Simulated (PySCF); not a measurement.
# CH5AlF3Sb: the cost of one run

Computed with PySCF 2.14.0 and routines of our own; the level stands in each step. Atoms count from 0.

## Step 1: The system as given

11 atoms, charge 0, multiplicity 1; geometry from: GFN2-xTB.

## Step 2: Optimising the geometry at PBE0-D3(BJ)/def2-SVP

Job settings and geometry (Å):

```
{"job": {"xc": "PBE0", "basis": "def2-SVP", "d3": "d3bj", "grid": 1, "maxiter": 30, "shake": 0.01, "kind": "geom"}, "charge": 0, "multiplicity": 1}
F     -0.686300    -1.747800    -0.251390
C     -1.558780    -0.649830    -0.340170
F     -2.791820    -1.157860    -0.498350
F     -1.512440    -0.166080     1.030320
Al    -0.745170     1.266240    -0.338510
Sb     1.592700    -0.029320     0.228070
H     -0.538350     1.768260    -1.777620
H     -0.879060     2.246680     0.866340
H      1.809710    -1.199740     1.413800
H      3.082410     0.657650     0.577670
H      2.265200    -1.014040    -0.925830
```

Launch:

```
$ OMP_NUM_THREADS=1 python heavy_run.py task.json out
```

The driver reads the jobs from task.json and runs them one after another.

Q: Estimate the wall time and peak memory of this first job on 1 thread of Arm Neoverse V1, shared host.

About 2.3 min, with a peak of 0.53 GiB.
